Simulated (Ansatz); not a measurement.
# ZrCu5: further runs on the relaxed cell

An exercise on one series of results from a longer session: the logs are not shown, and one member is left open.

The COD entry's cell or inner coordinates are ideal or old and differ from later refinements, so a difference from it is no clean test against experiment.

Program: Ansatz 0.2.0. Level of theory: DFT PBEsol, scalar-relativistic, plane waves, PAW. These are calculated values, not measurements.

1 further run of the same task is left out (set aside as unsound or not needed).

## The starting structure

It takes space group F-43m (No. 216, cubic). The conventional cell has a = 6.788 Å, b = 6.788 Å, c = 6.788 Å, α = 90.00°, β = 90.00°, γ = 90.00°. Zr (site symmetry -43m) has 16 Cu at 2.82 to 2.94 Å in its first shell of neighbours. Around Cu (site symmetry -43m) lie 12 Cu at 2.81 Å and 4 Zr at 2.94 Å. Cu (site symmetry 3m) is surrounded by 9 Cu at 2.39 to 2.81 Å and 3 Zr at 2.82 Å.

Structure file:

```xyz
6
Lattice="0.0000 3.3940 3.3940 3.3940 0.0000 3.3940 3.3940 3.3940 0.0000" Properties=species:S:1:pos:R:3 pbc="T T T"
Zr    0.0000    0.0000    0.0000
Cu    5.0910    5.0910    5.0910
Cu    4.2374    2.5507    4.2374
Cu    4.2374    4.2374    2.5507
Cu    2.5507    2.5507    2.5507
Cu    2.5507    4.2374    4.2374
```

This cell was relaxed beforehand with the same method: volume 13.03 Å³/atom, gap on the mesh none (metal).

The first run:

input.yaml

```yaml
crystal:
  lattice:
    - [0.0, 3.3940295824, 3.3940295824]
    - [3.3940295824, 0.0, 3.3940295824]
    - [3.3940295824, 3.3940295824, 0.0]
  atoms:
    - { symbol: Zr, position: [0.0, 0.0, 0.0] }
    - { symbol: Cu, position: [0.75, 0.75, 0.75] }
    - { symbol: Cu, position: [0.375758313, 0.8727250611, 0.375758313] }
    - { symbol: Cu, position: [0.375758313, 0.375758313, 0.8727250611] }
    - { symbol: Cu, position: [0.375758313, 0.375758313, 0.375758313] }
    - { symbol: Cu, position: [0.8727250611, 0.375758313, 0.375758313] }
basis:
  ecutwfc: 420
kpoints:
  mp_grid: { grid: [10, 10, 10] }
  band_path:
    path:
      - [[0.0, 0.0, 0.0], [-0.5, -0.5, 0.0], [-0.375, -0.375, 0.25]]
      - [[-0.375, 0.0, 0.375], [0.0, 0.0, 0.0], [0.0, 0.0, 0.5], [-0.5, -0.25, 0.25], [-0.5, -0.5, 0.0]]
    npoints: 14
hamiltonian:
  xc: pbesol
scf:
  occupations: { method: gaussian, width: 0.1 }
  n_extra_bands: 15
output:
  forces: true
  stress: true
  eigenvalues: true
  populations: true
  dos: { projected: true, de: 0.02, nscf_kmesh: { grid: [15, 15, 15] } }
  bader: true
  write_density: true
  write_potential: true
  elf: true
  volumetric_format: npy
```

Run with:

```console
> ansatz run input.yaml --threads 1 --pin off --max-ram 2560MiB --backend cpu --events-out ev --progress --plain --runs-dir out
```

Steps of the session up to this table: Static run: bands, density of states and charges; Point at V/V0 = 0.97; Volume × 1.03; Point at V/V0 = 0.94; Point at V/V0 = 1.06.

One table of the session follows, with a row left open; its other results are not shown here.

It belongs to the step «Fit of the equation of state». 

```
volume (Å³/atom)  energy above the lowest point (meV/atom)  pressure (GPa)
          12.250                                      26.5           11.47
          12.641                                       6.3            5.27
          13.032                                       0.0            0.04
          13.423                                         ?               ?
          13.814                                      20.7           -8.06
```

**Question.** Estimate the row for volume (Å³/atom) = 13.423.

Worked estimate for «energy above the lowest point (meV/atom)». A straight line through the neighbours (13.032, 0.0) and (13.814, 20.7) gives 0.0 + (20.7 − 0.0) × (13.423 − 13.032) / (13.814 − 13.032) = 10.3; a parabola fitted to 3 rows on both sides gives 4.8.

**Answer.** energy above the lowest point (meV/atom): 5.4; pressure (GPa): -4.36. In «energy above the lowest point (meV/atom)» the line misses by +4.9 and the parabola by -0.6.

To keep in mind: The projections leave out shells that the potentials don't hold, such as empty d states. Warnings in the runs' records: stress scf threshold loose.
